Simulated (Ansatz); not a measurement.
# BCl2HO: one molecule under many settings

How do the results and run time of BCl2HO respond when the settings are drawn wide?

Computed with Ansatz 0.2.0, Gaussian basis. Level: the settings change from run to run.

### Step 1. The molecule

The geometry comes from an earlier relaxation with PBE0-D4 in a triple-zeta def2 set; it is a stationary point.

SMILES `OB(Cl)Cl`, 5 atoms, charge 0, spin multiplicity 1.

Atoms are counted from 1 here; the program's logs count them from 0.

Bond lengths: O1–B2 1.341 Å, O1–H5 0.962 Å, B2–Cl3 1.745 Å, B2–Cl4 1.762 Å. Angles: B2–O1–H5 113.4°, O1–B2–Cl3 118.8°, O1–B2–Cl4 121.4°, Cl3–B2–Cl4 119.8°.

### Step 2. PBEsol/def2-SVP

File in.yaml:

```yaml
crystal:
  periodic: [false, false, false]
  atoms:
    - {symbol: O, position_ang: [0.777188, 0.657495, 0.384924]}
    - {symbol: B, position_ang: [-0.122777, -0.285650, 0.072415]}
    - {symbol: Cl, position_ang: [-0.309904, -1.655662, 1.137136]}
    - {symbol: Cl, position_ang: [-1.109941, -0.165273, -1.381706]}
    - {symbol: H, position_ang: [0.815333, 1.375391, -0.254168]}
basis:
  gaussian: {orbitals: def2-SVP}
hamiltonian: {xc: {name: PBEsol}}
```

Command:

```bash
> ansatz run in.yaml --threads 2 --pin off --events-out ev --progress --plain --max-ram 22528MiB --backend cpu
```

What it wrote:

```text
Functional definition: PBEsol
  name "PBEsol"
  cite "Perdew et al., Phys. Rev. Lett. 100, 136406 (2008) doi:10.1103/PhysRevLett.100.136406"
  cite "Perdew, Burke & Ernzerhof, Phys. Rev. Lett. 77, 3865 (1996) doi:10.1103/PhysRevLett.77.3865"
  parent pbesol
  exchange = pbesol_x
  correlation = pbesol_c
745 factors; their error is unknown
mean field evaluation 1: about -27713.7571 eV, gradient 4.9e1 eV
mean field evaluation 2: about -27692.3950 eV, gradient 1.1e2 eV
mean field evaluation 4: about -27718.0404 eV, gradient 5.1e0 eV
mean field evaluation 8: about -27718.1049 eV, gradient 2.3e-1 eV
mean field evaluation 16: about -27718.0701 eV, gradient 4.5e-5 eV
mean field -27718.07012336 eV, -1018.6202890508 hartree, gradient 4.5e-5 eV, S^2 0.000000; 0 other end points of the search recorded, 0 dependent functions left out
reference -27718.07014795 eV, -1018.6202899544 hartree; 24, 24 occupied and 45, 45 virtual orbitals, 745 factors
Total energy: -27718.07014795 eV, -1018.6202899544 hartree
```

It took 0.51 s on 2 threads of AMD EPYC 7R13, shared host.

### Step 3. RPA/def2-SVPD

This run has charge +1, multiplicity 2, coordinates scaled by 0.92, correlated electrons set to outside_noble_gas, the search for lower states set to light.

File in.yaml:

```yaml
crystal:
  periodic: [false, false, false]
  atoms:
    - {symbol: O, position_ang: [0.715013, 0.604896, 0.354130]}
    - {symbol: B, position_ang: [-0.112955, -0.262798, 0.066622]}
    - {symbol: Cl, position_ang: [-0.285112, -1.523209, 1.046165]}
    - {symbol: Cl, position_ang: [-1.021145, -0.152051, -1.271170]}
    - {symbol: H, position_ang: [0.750107, 1.265360, -0.233835]}
basis:
  gaussian: {orbitals: def2-SVPD}
total_charge: 1
magnetization: {spin_polarized: true, initial_magnetization: 1}
hamiltonian: {xc: {name: HF}}
correlation: {method: rpa, electrons: outside_noble_gas}
scf: {lower_state_search: light}
```

Same command.

What it wrote, cut to the lines that bear on the results:

```text
Functional definition: HF
  name "HF"
  cite "Fock, Z. Phys. 61, 126 (1930) doi:10.1007/BF01340294"
  parent pbe
[...]
989 factors; integrals over basis functions are off by at most 7.9e-4 eV
[...]
mean field -27713.99757944 eV, -1018.4706258223 hartree, gradient 6.0e-6 eV, S^2 0.761071; 12 other end points of the search recorded, 0 dependent functions left out
12 core orbitals not correlated: weight in the atoms' cores, before any rotation towards them, 1.000 or more for the frozen orbitals, at most 0.000 for the correlated occupied ones
reference -27713.99757944 eV, -1018.4706258223 hartree; 12, 11 occupied and 81, 82 virtual orbitals, 989 factors
Total energy: -27730.31240855 eV, -1019.0701847333 hartree
```

It took 9.1 s on 2 threads of AMD EPYC 7R13, shared host.

⟨S²⟩ 0.761.

### Step 4. B3LYP5/pcseg-2

Set apart from the defaults: atoms shaken by 0.08 Å.

File in.yaml:

```yaml
crystal:
  periodic: [false, false, false]
  atoms:
    - {symbol: O, position_ang: [0.811693, 0.570182, 0.386617]}
    - {symbol: B, position_ang: [-0.186016, -0.347647, 0.193310]}
    - {symbol: Cl, position_ang: [-0.320338, -1.728237, 1.185074]}
    - {symbol: Cl, position_ang: [-1.149750, -0.345420, -1.434624]}
    - {symbol: H, position_ang: [0.752426, 1.395180, -0.174819]}
basis:
  gaussian: {orbitals: pcseg-2}
hamiltonian: {xc: {name: B3LYP5}}
output: {forces: true}
```

Launched as before.

What it wrote, cut to the lines that bear on the results:

```text
Functional definition: B3LYP5
  name "B3LYP5"
  cite "Stephens, Devlin, Chabalowski & Frisch, J. Phys. Chem. 98, 11623 (1994) doi:10.1021/j100096a001"
  cite "Becke, Phys. Rev. A 38, 3098 (1988) doi:10.1103/PhysRevA.38.3098"
  cite "Lee, Yang & Parr, Phys. Rev. B 37, 785 (1988) doi:10.1103/PhysRevB.37.785"
  cite "Vosko, Wilk & Nusair, Can. J. Phys. 58, 1200 (1980) doi:10.1139/p80-159"
[...]
930 factors; their error is unknown
[...]
mean field -27786.78355887 eV, -1021.1454612300 hartree, gradient 2.1e-5 eV, S^2 0.000000; 0 other end points of the search recorded, 0 dependent functions left out
[...]
reference -27786.78378044 eV, -1021.1454693726 hartree; 24, 24 occupied and 118, 118 virtual orbitals, 930 factors
Total energy: -27786.78378044 eV, -1021.1454693726 hartree
Atom 0 at     0.811693     0.570182     0.386617 Å, force    -1.332630     0.840253    -0.669613 eV/Å
Atom 1 at    -0.186016    -0.347647     0.193310 Å, force     0.796109     0.969678    -2.379142 eV/Å
Atom 2 at    -0.320338    -1.728237     1.185074 Å, force    -0.194946    -0.551129     0.729881 eV/Å
Atom 3 at    -1.149750    -0.345420    -1.434624 Å, force     0.647293     0.282250     1.548592 eV/Å
Atom 4 at     0.752426     1.395180    -0.174819 Å, force     0.084173    -1.541053     0.770282 eV/Å
Dipole moment:     0.088933     0.320955     0.020659 e Å
```

It took 1.9 s on 2 threads of AMD EPYC 7R13, shared host.

Largest force 2.690 eV/Å, dipole 1.60 D.

### Step 5. wB97M-V/def2-SVP

Options: high accuracy.

File in.yaml:

```yaml
crystal:
  periodic: [false, false, false]
  atoms:
    - {symbol: O, position_ang: [0.777188, 0.657495, 0.384924]}
    - {symbol: B, position_ang: [-0.122777, -0.285650, 0.072415]}
    - {symbol: Cl, position_ang: [-0.309904, -1.655662, 1.137136]}
    - {symbol: Cl, position_ang: [-1.109941, -0.165273, -1.381706]}
    - {symbol: H, position_ang: [0.815333, 1.375391, -0.254168]}
basis:
  gaussian: {orbitals: def2-SVP}
hamiltonian: {xc: {name: wB97M-V}}
accuracy: high
```

Same command.

What it wrote, cut to the lines that bear on the results:

```text
Functional definition: wB97M-V
  name "wB97M-V"
  cite "Mardirossian & Head-Gordon, J. Chem. Phys. 144, 214110 (2016) doi:10.1063/1.4952647"
  cite "Becke, J. Chem. Phys. 107, 8554 (1997) doi:10.1063/1.475007"
  cite "Vydrov & Van Voorhis, J. Chem. Phys. 133, 244103 (2010) doi:10.1063/1.3521275"
  # Of w^i u^j: cxij and so on, Table III.
[...]
  gx(w, u) = 1 - cx + cx01*u + cx10*w
  gss(w, u) = css00 + css04*u^4 + css10*w + css20*w^2 + css43*w^4*u^3
  gos(w, u) = cos00 + cos10*w + (cos20 + cos21*u)*w^2 + (cos60 + cos61*u)*w^6
[...]
      + integral(e_c_pw_mod_opposite_spin*gos(b97_w_opposite, b97_u_opposite)) + vv10(b, c)
1422 factors; integrals over basis functions are off by at most 3.6e-9 eV
285 factors; integrals over basis functions are off by at most 1.8e-9 eV
[...]
mean field -27776.99063317 eV, -1020.7855778484 hartree, gradient 2.5e-8 eV, S^2 0.000000; 0 other end points of the search recorded, 0 dependent functions left out
reference -27776.99063631 eV, -1020.7855779640 hartree; 24, 24 occupied and 45, 45 virtual orbitals, 1422 factors
Total energy: -27776.99063631 eV, -1020.7855779640 hartree
```

It took 12 s on 2 threads of AMD EPYC 7R13, shared host; peak memory 0.45 GiB.

### Step 6. wB97/aug-cc-pVTZ

This run has coordinates scaled by 1.05, a grid of angular degree 23, relativity set to none.

File in.yaml:

```yaml
crystal:
  periodic: [false, false, false]
  atoms:
    - {symbol: O, position_ang: [0.816048, 0.690370, 0.404170]}
    - {symbol: B, position_ang: [-0.128916, -0.299932, 0.076036]}
    - {symbol: Cl, position_ang: [-0.325399, -1.738445, 1.193993]}
    - {symbol: Cl, position_ang: [-1.165438, -0.173537, -1.450792]}
    - {symbol: H, position_ang: [0.856100, 1.444160, -0.266876]}
basis:
  gaussian: {orbitals: aug-cc-pVTZ, final_grid: {core_spheres: 8, valence_spheres: 7, degree: 23}}
hamiltonian: {xc: {name: wB97}, pseudopotentials: {relativity: none}}
```

Launched as before.

What it wrote, cut to the lines that bear on the results:

```text
Functional definition: wB97
  name "wB97"
  cite "Chai & Head-Gordon, J. Chem. Phys. 128, 084106 (2008) doi:10.1063/1.2834918"
  cite "Becke, J. Chem. Phys. 107, 8554 (1997) doi:10.1063/1.475007"
[...]
  # The coefficients of nought are those of the uniform gas.
[...]
      + integral(e_c_pw_opposite_spin*poly(b97_u_opposite, 1, cos1, cos2, cos3, cos4))
1206 factors; their error is unknown
457 factors; integrals over basis functions are off by at most 3.1e-5 eV
[...]
mean field -27790.04321184 eV, -1021.2652512673 hartree, gradient 3.7e-5 eV, S^2 0.000000; 0 other end points of the search recorded, 0 dependent functions left out
reference -27790.04319588 eV, -1021.2652506807 hartree; 24, 24 occupied and 191, 191 virtual orbitals, 1206 factors
Total energy: -27790.04319588 eV, -1021.2652506807 hartree
```

Run time: 2.4 s. Hardware: 2 threads of AMD EPYC 7R13, shared host; peak memory 0.45 GiB.

### Step 7. CAM-B3LYP/def2-TZVPD

This run has high accuracy.

File in.yaml:

```yaml
crystal:
  periodic: [false, false, false]
  atoms:
    - {symbol: O, position_ang: [0.777188, 0.657495, 0.384924]}
    - {symbol: B, position_ang: [-0.122777, -0.285650, 0.072415]}
    - {symbol: Cl, position_ang: [-0.309904, -1.655662, 1.137136]}
    - {symbol: Cl, position_ang: [-1.109941, -0.165273, -1.381706]}
    - {symbol: H, position_ang: [0.815333, 1.375391, -0.254168]}
basis:
  gaussian: {orbitals: def2-TZVPD}
hamiltonian: {xc: {name: CAM-B3LYP}}
accuracy: high
output: {forces: true}
```

Same command.

What it wrote, cut to the lines that bear on the results:

```text
Functional definition: CAM-B3LYP
  name "CAM-B3LYP"
  cite "Yanai, Tew & Handy, Chem. Phys. Lett. 393, 51 (2004) doi:10.1016/j.cplett.2004.06.011"
  cite "Iikura, Tsuneda, Yanai & Hirao, J. Chem. Phys. 115, 3540 (2001) doi:10.1063/1.1383587"
  cite "Becke, Phys. Rev. A 38, 3098 (1988) doi:10.1103/PhysRevA.38.3098"
  cite "Lee, Yang & Parr, Phys. Rev. B 37, 785 (1988) doi:10.1103/PhysRevB.37.785"
  cite "Vosko, Wilk & Nusair, Can. J. Phys. 58, 1200 (1980) doi:10.1139/p80-159"
[...]
  # Exact exchange under (alpha + beta erf(omega r))/r, Becke's under what is left of 1/r.
[...]
2739 factors; integrals over basis functions are off by at most 3.4e-9 eV
561 factors; integrals over basis functions are off by at most 2.0e-9 eV
[...]
mean field -27790.36164192 eV, -1021.2769533570 hartree, gradient 5.5e-8 eV, S^2 0.000000; 0 other end points of the search recorded, 0 dependent functions left out
[...]
reference -27790.36166042 eV, -1021.2769540366 hartree; 24, 24 occupied and 154, 154 virtual orbitals, 2739 factors
Total energy: -27790.36166042 eV, -1021.2769540366 hartree
Atom 0 at     0.777188     0.657495     0.384924 Å, force    -0.106264    -0.100192    -0.047695 eV/Å
Atom 1 at    -0.122777    -0.285650     0.072415 Å, force     0.059741     0.021311     0.060715 eV/Å
Atom 2 at    -0.309904    -1.655662     1.137136 Å, force     0.001034    -0.038304     0.038178 eV/Å
Atom 3 at    -1.109941    -0.165273    -1.381706 Å, force    -0.008952     0.020371    -0.031801 eV/Å
Atom 4 at     0.815333     1.375391    -0.254168 Å, force     0.054441     0.096815    -0.019396 eV/Å
Dipole moment:     0.088861     0.309773    -0.177627 e Å
```

Wall time 13 s (2 threads of AMD EPYC 7R13, shared host); peak memory 0.98 GiB.

Largest force 0.154 eV/Å, dipole 1.77 D.

### Step 8. wPBEh/STO-3G

This run has high accuracy.

Changes to in.yaml since step 7:

```diff
@@ -9,5 +9,4 @@
 basis:
-  gaussian: {orbitals: def2-TZVPD}
-hamiltonian: {xc: {name: CAM-B3LYP}}
+  gaussian: {orbitals: STO-3G}
+hamiltonian: {xc: {name: wPBEh}}
 accuracy: high
-output: {forces: true}
```

Same command.

What it wrote, cut to the lines that bear on the results:

```text
Functional definition: wPBEh
  name "wPBEh"
  cite "Heyd, Scuseria & Ernzerhof, J. Chem. Phys. 118, 8207 (2003) doi:10.1063/1.1564060"
  cite "Krukau, Vydrov, Izmaylov & Scuseria, J. Chem. Phys. 125, 224106 (2006) doi:10.1063/1.2404663"
  cite "Heyd & Scuseria, J. Chem. Phys. 120, 7274 (2004) doi:10.1063/1.1668634"
  cite "Ernzerhof & Perdew, J. Chem. Phys. 109, 3313 (1998) doi:10.1063/1.476928"
  cite "Perdew, Burke & Ernzerhof, Phys. Rev. Lett. 77, 3865 (1996) doi:10.1103/PhysRevLett.77.3865"
  parent pbe
[...]
550 factors; integrals over basis functions are off by at most 1.7e-8 eV
68 factors; integrals over basis functions are off by at most 9.2e-10 eV
[...]
mean field -27470.10926577 eV, -1009.5078956083 hartree, gradient 1.8e-8 eV, S^2 0.000000; 0 other end points of the search recorded, 0 dependent functions left out
reference -27470.10926754 eV, -1009.5078956734 hartree; 24, 24 occupied and 5, 5 virtual orbitals, 550 factors
Total energy: -27470.10926754 eV, -1009.5078956734 hartree
```

Run time: 0.86 s. Hardware: 2 threads of AMD EPYC 7R13, shared host.

### Step 9. wB97/def2-SVPD

Set apart from the defaults: multiplicity 3, restricted open-shell orbitals.

Changes to in.yaml since step 8:

```diff
@@ -9,4 +9,4 @@
 basis:
-  gaussian: {orbitals: STO-3G}
-hamiltonian: {xc: {name: wPBEh}}
-accuracy: high
+  gaussian: {orbitals: def2-SVPD}
+magnetization: {spin_polarized: false, initial_magnetization: 2}
+hamiltonian: {xc: {name: wB97}}
```

Same command.

What it wrote, cut to the lines that bear on the results:

```text
Functional definition: wB97
  name "wB97"
  cite "Chai & Head-Gordon, J. Chem. Phys. 128, 084106 (2008) doi:10.1063/1.2834918"
  cite "Becke, J. Chem. Phys. 107, 8554 (1997) doi:10.1063/1.475007"
[...]
  # The coefficients of nought are those of the uniform gas.
[...]
      + integral(e_c_pw_opposite_spin*poly(b97_u_opposite, 1, cos1, cos2, cos3, cos4))
960 factors; their error is unknown
397 factors; integrals over basis functions are off by at most 3.9e-5 eV
[...]
mean field -27771.41780413 eV, -1020.5807801587 hartree, gradient 1.1e-5 eV, S^2 2.000000; 7 other end points of the search recorded, 0 dependent functions left out
reference -27771.41779258 eV, -1020.5807797344 hartree; 25, 23 occupied and 80, 82 virtual orbitals, 960 factors
Total energy: -27771.41779258 eV, -1020.5807797344 hartree
```

Wall time 21 s (2 threads of AMD EPYC 7R13, shared host); peak memory 0.42 GiB.

### Step 10. PBE0/cc-pVDZ

This run has D3(BJ) with three-body dispersion.

Changes to in.yaml since step 9:

```diff
@@ -9,4 +9,4 @@
 basis:
-  gaussian: {orbitals: def2-SVPD}
-magnetization: {spin_polarized: false, initial_magnetization: 2}
-hamiltonian: {xc: {name: wB97}}
+  gaussian: {orbitals: cc-pVDZ}
+hamiltonian: {xc: {name: PBE0}, dispersion: d3bjatm}
+output: {forces: true}
```

The command is unchanged.

What it wrote, cut to the lines that bear on the results:

```text
Functional definition: PBE0
  name "PBE0"
  cite "Adamo & Barone, J. Chem. Phys. 110, 6158 (1999) doi:10.1063/1.478522"
  cite "Perdew, Burke & Ernzerhof, Phys. Rev. Lett. 77, 3865 (1996) doi:10.1103/PhysRevLett.77.3865"
  parent pbe
[...]
692 factors; integrals over basis functions are off by at most 1.1e-3 eV
[...]
mean field -27777.87792928 eV, -1020.8181853792 hartree, gradient 3.9e-5 eV, S^2 0.000000; 0 other end points of the search recorded, 0 dependent functions left out
[...]
reference -27777.87794829 eV, -1020.8181860776 hartree; 24, 24 occupied and 45, 45 virtual orbitals, 692 factors
Total energy: -27777.97339954 eV, -1020.8216938466 hartree
Atom 0 at     0.777188     0.657495     0.384924 Å, force     0.129991    -0.073586     0.246992 eV/Å
Atom 1 at    -0.122777    -0.285650     0.072415 Å, force     0.046290     0.118139    -0.050709 eV/Å
Atom 2 at    -0.309904    -1.655662     1.137136 Å, force    -0.010767    -0.172194     0.151028 eV/Å
Atom 3 at    -1.109941    -0.165273    -1.381706 Å, force    -0.125704     0.015398    -0.185295 eV/Å
Atom 4 at     0.815333     1.375391    -0.254168 Å, force    -0.039810     0.112243    -0.162016 eV/Å
Dipole moment:     0.126138     0.353502    -0.169171 e Å
```

It took 0.96 s on 2 threads of AMD EPYC 7R13, shared host.

Largest force 0.289 eV/Å, dipole 1.98 D.

### Step 11. All runs side by side

```csv
level,charge,multiplicity,geometry,functions,energy (eV),time
PBEsol/def2-SVP,0,1,relaxed,69,-27718.070,0.51 s
RPA/def2-SVPD,1,2,scaled,105,-27730.312,9.1 s
B3LYP5/pcseg-2,0,1,shaken,142,-27786.784,1.9 s
wB97M-V/def2-SVP,0,1,relaxed,69,-27776.991,12 s
wB97/aug-cc-pVTZ,0,1,scaled,215,-27790.043,2.4 s
CAM-B3LYP/def2-TZVPD,0,1,relaxed,178,-27790.362,13 s
wPBEh/STO-3G,0,1,relaxed,29,-27470.109,0.86 s
wB97/def2-SVPD,0,3,relaxed,105,-27771.418,21 s
PBE0/cc-pVDZ,0,1,relaxed,69,-27777.973,0.96 s
```

### Step 12. Outcome

```
                                         quantity                    value
                                             runs                        9
                                         quickest  PBEsol/def2-SVP, 0.51 s
                                          slowest     wB97/def2-SVPD, 21 s
spread of total energies, same state and geometry                 320.3 eV
                  dipole, same state and geometry           1.77 to 1.98 D
```

**Reading.** wB97/def2-SVPD took 41 times as long as PBEsol/def2-SVP. The jobs differ in tasks and options as well as level. The totals spread over 320 eV; they can't be compared across methods or bases. At the PBE0-D4/def2-TZVP geometry and in the same state, runs without warnings or point charges leave forces up to 0.29 eV/Å (PBE0/cc-pVDZ), against 2.7 eV/Å where the atoms were moved.
